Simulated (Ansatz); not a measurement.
# GeH₂O (triplet): from Hartree-Fock to the top rungs, cc-pVTZ

One table from this session's results is given with a row withheld; the runs are named, their logs left out.

Program: Ansatz 0.2.0, Gaussian basis. Level of theory: cc-pVTZ, core rule «outside noble gas», up to 15 orbitals frozen. These are calculated values, not measurements.

To be run: UHF; CCSD(T) on ROHF; CCSD(T) on UHF; BCCD(T) on ROHF; CCSDT(Q) on ROHF; CCSDT(Q) on UHF; CASSCF and MRCISD+Q, 12 electrons in 10 orbitals; CASSCF and NEVPT2, 12 electrons in 10 orbitals.

5 further runs of the same task are left out: 2 for a known fault of the program, 3 set aside as unsound or not needed.

**The system**

The geometry is a PBE0/def2-TZVP stationary point (not a proven minimum) of the parent state, kept for this charge and spin. No spin-orbit coupling is included. The filled d shell of Ge may be among the frozen orbitals whatever the setting's name suggests; the logs give the count.

4 atoms, charge 0, spin multiplicity 3.

Atoms are counted from 1 here; the program's logs count them from 0.

Bond lengths: Ge1–O2 1.632 Å, Ge1–H3 1.542 Å, Ge1–H4 1.542 Å. Angles: O2–Ge1–H3 123.4°, O2–Ge1–H4 123.4°, H3–Ge1–H4 113.2°.

Set-up of the first run:

Contents of in.yaml:

```yaml
crystal:
  periodic: [false, false, false]
  atoms:
    - {symbol: Ge, position_ang: [0.000000, 0.000000, 0.269193]}
    - {symbol: O, position_ang: [0.000000, 0.000000, -1.363087]}
    - {symbol: H, position_ang: [0.000000, 1.286605, 1.118308]}
    - {symbol: H, position_ang: [0.000000, -1.286605, 1.118308]}
basis:
  gaussian: {orbitals: cc-pVTZ}
magnetization: {spin_polarized: true, initial_magnetization: 2}
hamiltonian: {xc: hf}
output: {orbitals: {seedname: orbitals}}
```

Command:

```console
> ansatz run in.yaml --threads 1 --pin off --events-out ev --progress --plain --max-ram 3968MiB --backend cpu
```

Steps of the session up to this table: UHF; CCSD(T) on ROHF; CCSD(T) on UHF; BCCD(T) on ROHF; CCSDT(Q) on ROHF; CCSDT(Q) on UHF; CASSCF and MRCISD+Q, 12 electrons in 10 orbitals; CASSCF and NEVPT2, 12 electrons in 10 orbitals.

One table of the session follows, with a row left open; its other results are not shown here.

It belongs to the step «Misses and costs». 

| method | from UCCSDT(Q) (meV) |
| --- | --- |
| ROHF | +9289.4 |
| UHF | +9054.5 |
| RMP2 | +1151.5 |
| UMP2 | +1184.0 |
| RCCSD | +347.2 |
| UCCSD | ? |
| RCCSD(T) | +54.6 |
| UCCSD(T) | +53.2 |
| BCCD(T) | +52.1 |
| RCCSDT | +19.4 |
| UCCSDT | +15.0 |
| RCCSDT(Q) | +6.7 |
| UCCSDT(Q) | 0 |
| CASSCF valence | +7603.2 |
| NEVPT2 valence | +1374.5 |
| MRCISD valence | +649.8 |
| MRCISD+Q valence | +128.6 |

**Question.** Estimate the row for UCCSD.

As computed: from UCCSDT(Q) (meV): +340.0. In the column «from UCCSDT(Q) (meV)» it lies between MRCISD+Q valence (+128.6) and RCCSD (+347.2).

Limits of these values: Restricted and unrestricted rows rest on different reference determinants; where their highest levels disagree by more than a few hundredths of an eV, they describe different states and don't form one ladder.
